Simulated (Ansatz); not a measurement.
# H₃LiOSi₂ (SMILES [Li][O][SiH]=[SiH2]): functionals against CCSD(T) at one geometry

Aim: energy, forces and dipole at a structure displaced at random from a GFN2-xTB minimum, from CCSD(T) and from density functionals.

Program: Ansatz 0.2.0, Gaussian basis. Level of theory: single points in def2-TZVPP. These are calculated values, not measurements.

Cores are frozen in the correlated methods. The outer core shell of Li, Na, Mg and K is correlated.

## 1. Starting geometry

7 atoms, charge 0, spin multiplicity 1.

Atoms are counted from 1 here; the program's logs count them from 0.

Bond lengths: Li1–O2 1.804 Å, Li1–Si3 2.776 Å, Li1–Si4 2.750 Å, O2–Si3 1.535 Å, Si3–Si4 2.338 Å, Si3–H5 1.453 Å, Si4–H6 1.456 Å, Si4–H7 1.279 Å. Angles: O2–Li1–Si3 30.8°, O2–Li1–Si4 80.7°, Si3–Li1–Si4 50.1°, Li1–O2–Si3 112.2°, Li1–Si3–O2 37.0°, Li1–Si3–Si4 64.4°, Li1–Si3–H5 145.7°, O2–Si3–Si4 101.2°, O2–Si3–H5 108.8°, Si4–Si3–H5 149.0°, Li1–Si4–Si3 65.5°, Li1–Si4–H6 129.8°, Li1–Si4–H7 126.7°, Si3–Si4–H6 105.4°, Si3–Si4–H7 103.8°, H6–Si4–H7 103.5°.

Geometry (Å):

```xyz
7
H3LiOSi2
Li   -2.1353   -0.6089   -0.4624
O    -0.7480   -0.4206   -1.6006
Si    0.5147    0.0951   -0.8970
Si   -0.1842    0.1190    1.3340
H     1.5977    0.1558   -1.8641
H     0.7779   -0.7061    2.0505
H     0.0886    1.3054    1.7259
```

## 2. CCSD(T)/def2-TZVPP

File run/in.yaml:

```yaml
crystal:
  periodic: [false, false, false]
  atoms:
    - {symbol: Li, position_ang: [-2.135300, -0.608900, -0.462400]}
    - {symbol: O, position_ang: [-0.748000, -0.420600, -1.600600]}
    - {symbol: Si, position_ang: [0.514700, 0.095100, -0.897000]}
    - {symbol: Si, position_ang: [-0.184200, 0.119000, 1.334000]}
    - {symbol: H, position_ang: [1.597700, 0.155800, -1.864100]}
    - {symbol: H, position_ang: [0.777900, -0.706100, 2.050500]}
    - {symbol: H, position_ang: [0.088600, 1.305400, 1.725900]}
basis:
  gaussian: {orbitals: def2-TZVPP}
correlation: {method: ccsd_t}
output: {forces: true}
```

The command line of these runs was not kept.

## 3. PBE0-D4/def2-TZVPP

run/in.yaml: that of step 2 with these lines changed.

```diff
@@ -12,3 +12,3 @@
   gaussian: {orbitals: def2-TZVPP}
-correlation: {method: ccsd_t}
-output: {forces: true}
+hamiltonian: {xc: pbe0, dispersion: d4}
+output: {forces: true, orbitals: {seedname: orbitals}}
```

## 4. wB97M-V/def2-TZVPP

run/in.yaml: that of step 3 with these lines changed.

```diff
@@ -12,3 +12,3 @@
   gaussian: {orbitals: def2-TZVPP}
-hamiltonian: {xc: pbe0, dispersion: d4}
-output: {forces: true, orbitals: {seedname: orbitals}}
+hamiltonian: {xc: {name: wB97M-V}}
+output: {forces: true}
```

## 5. r2SCAN-D4/def2-TZVPP

run/in.yaml: that of step 4 with these lines changed.

```diff
@@ -12,3 +12,3 @@
   gaussian: {orbitals: def2-TZVPP}
-hamiltonian: {xc: {name: wB97M-V}}
+hamiltonian: {xc: r2scan, dispersion: d4}
 output: {forces: true}
```

## 6. PBE-D4/def2-TZVPP

run/in.yaml: that of step 5 with these lines changed.

```diff
@@ -12,3 +12,3 @@
   gaussian: {orbitals: def2-TZVPP}
-hamiltonian: {xc: r2scan, dispersion: d4}
+hamiltonian: {xc: pbe, dispersion: d4}
 output: {forces: true}
```

## 7. r2SCAN0-D4/def2-TZVPP

run/in.yaml: that of step 6 with these lines changed.

```diff
@@ -12,3 +12,3 @@
   gaussian: {orbitals: def2-TZVPP}
-hamiltonian: {xc: pbe, dispersion: d4}
+hamiltonian: {xc: {name: r2SCAN0}, dispersion: d4}
 output: {forces: true}
```

## 8. HSE06-D4/def2-TZVPP

run/in.yaml: that of step 7 with these lines changed.

```diff
@@ -12,3 +12,3 @@
   gaussian: {orbitals: def2-TZVPP}
-hamiltonian: {xc: {name: r2SCAN0}, dispersion: d4}
+hamiltonian: {xc: hse06, dispersion: d4}
 output: {forces: true}
```

(Steps that only read results are left out.)

Before running it: what results should come out? Wanted: energy less free atoms, CCSD(T)/def2-TZVPP; RMS force component; RMS force error; HOMO and LUMO, PBE0-D4; T1 diagnostic.

The runs gave:

| quantity | value |
| --- | --- |
| energy less free atoms, CCSD(T)/def2-TZVPP | -1972.0 kJ/mol |
| RMS force component | 1.899 to 2.055 eV/Å over the methods |
| RMS force error | PBE0-D4 0.142, wB97M-V 0.095, r2SCAN-D4 0.116, PBE-D4 0.208, r2SCAN0-D4 0.236, HSE06-D4 0.140 eV/Å |
| HOMO and LUMO, PBE0-D4 | -5.47 and -1.83 eV |
| T1 diagnostic | 0.018 |

Against CCSD(T) the functionals' energies less atoms differ by -83.1 to -24.9 kJ/mol, PBE-D4 by -71.1 kJ/mol. CCSD(T) in triple zeta still lacks some correlation energy of the bonds, so part of these gaps is its own basis error and they don't rank the functionals. For forces wB97M-V does best and r2SCAN0-D4 worst. Frozen-core CCSD(T) forces in triple zeta carry basis errors of their own, and this is one geometry, so small gaps rank nothing.
